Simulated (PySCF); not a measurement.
# Cl3FSi (trichlorofluorosilane): the cost of one run

Computed with PySCF 2.14.0, with density-fitted response routines of our own, on a single molecule in the gas phase. Atoms count from 0, in the outputs and in this text.

### Step 1. Starting geometry

5 atoms, charge 0, multiplicity 1; geometry from: GFN2-xTB. The atoms were then displaced at random by about 0.01 Å, so the start is not that level's minimum.

Bonds of the start (Å): F0–Si1 1.62, Si1–Cl2 1.98, Si1–Cl3 2.00, Si1–Cl4 1.99.

### Step 2. Relaxing the molecule at PBE0-D3(BJ)/def2-SVP

What the job is given:

```
{"job": {"xc": "PBE0", "basis": "def2-SVP", "d3": "d3bj", "grid": 1, "shake": 0.01, "kind": "geom"}, "charge": 0, "multiplicity": 1}
F      0.039030     0.014250     1.614320
Si    -0.003810    -0.004410    -0.001610
Cl     1.762100    -0.717500    -0.550740
Cl    -0.254800     1.884920    -0.591620
Cl    -1.508960    -1.211220    -0.508240
```

The run is started by

```bash
> OMP_NUM_THREADS=1 python probes_run.py task.json out
```

One launch serves the whole session: the jobs run in the order shown.

**Question.** How long does this first job take on 1 thread of Arm Neoverse V1, shared host, and how much memory does it need?

About 27 s, with a peak of 0.38 GiB.
